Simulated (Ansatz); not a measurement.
## C3H6GeO, SMILES C=[C]([GeH3])C=O: a ladder of methods at one geometry, step by step

Program: the Python package of Ansatz (0.2.0).

Notebook, run cell by cell (the value of a cell's last expression is shown):

**Cell 1**
```python
from dataclasses import dataclass
from pathlib import Path

import ansatz as az
from ase import Atoms
import numpy as np
```

**Cell 2**
```python
@dataclass(frozen=True)
class RunConfig:
    basis: str = "def2-SVP"
```

**Cell 3**
```python
opts = RunConfig()

atoms = Atoms(["C", "C", "Ge", "C", "O", "H", "H", "H", "H", "H", "H"], positions=[
    (-0.3376, 1.4702, 0.1962),
    (-0.2425, 0.2357, -0.1659),
    (0.8973, -0.8926, 0.8544),
    (-0.8405, -0.2782, -1.3644),
    (-0.7559, -1.4954, -1.7284),
    (-1.0198, 2.1979, -0.3889),
    (0.1527, 1.9149, 1.0553),
    (0.3915, -2.3149, 0.9083),
    (1.0521, -0.3268, 2.3548),
    (2.3344, -0.9191, 0.2319),
    (-1.5663, 0.3514, -1.9326),
])
molecule = az.Crystal.molecule_from_ase(atoms)

setup = molecule.calculation().basis(gaussian=opts.basis)
```

**Cell 4**
```python
print("functional    E (Ha)        dipole (D)   HOMO (eV)  LUMO (eV)")
for name in ["r2scan0", "hf", "cam_b3lyp", "revpbe"]:
    data = setup.functional(name).forces().orbitals().run(threads=1, pin="off", runs_dir="runs").report
    lines = Path(data["orbitals_path"]).read_text().splitlines()
    field_of = lambda key: [line.split("=")[1].strip() for line in lines if line.startswith(key)]
    orbitals = [(27.211386 * float(e), s, float(n)) for e, s, n in zip(field_of("Ene="), field_of("Spin="), field_of("Occup="))]
    homo = max(e for e, _, n in orbitals if n > 0.5)
    lumo = min(e for e, _, n in orbitals if n < 0.5)
    dipole = 4.803205 * np.linalg.norm(data["charge_distribution"]["dipole_moment_e_ang"])
    print(f"{name:10s} {data['free_energy_ev'] / 27.211386246:14.6f} {dipole:9.3f} {homo:11.3f} {lumo:10.3f}")
```
Output:
```text
functional    E (Ha)        dipole (D)   HOMO (eV)  LUMO (eV)
r2scan0      -2269.523321     3.471      -7.928     -2.224
hf           -2266.853526     4.046     -11.107      1.743
cam_b3lyp    -2269.709244     3.325      -9.077     -1.006
revpbe       -2269.474986     3.063      -5.852     -3.158
```

Total energies depend on the basis set; only differences at equal settings carry meaning. The geometry is a force-field or estimated start, not a minimum of this method, and the basis set is short of its limit. A lower total doesn't mark the better method: functionals have no common bound, and MP2 and coupled cluster aren't variational. Levels such as HOMO and LUMO are orbital energies: with these approximate functionals they aren't the ionisation energy and electron affinity, and their gap isn't the fundamental gap. Wall time of the script: 31 s on 1 thread of Arm Neoverse V1 (shared host), peak memory 0.38 GiB.
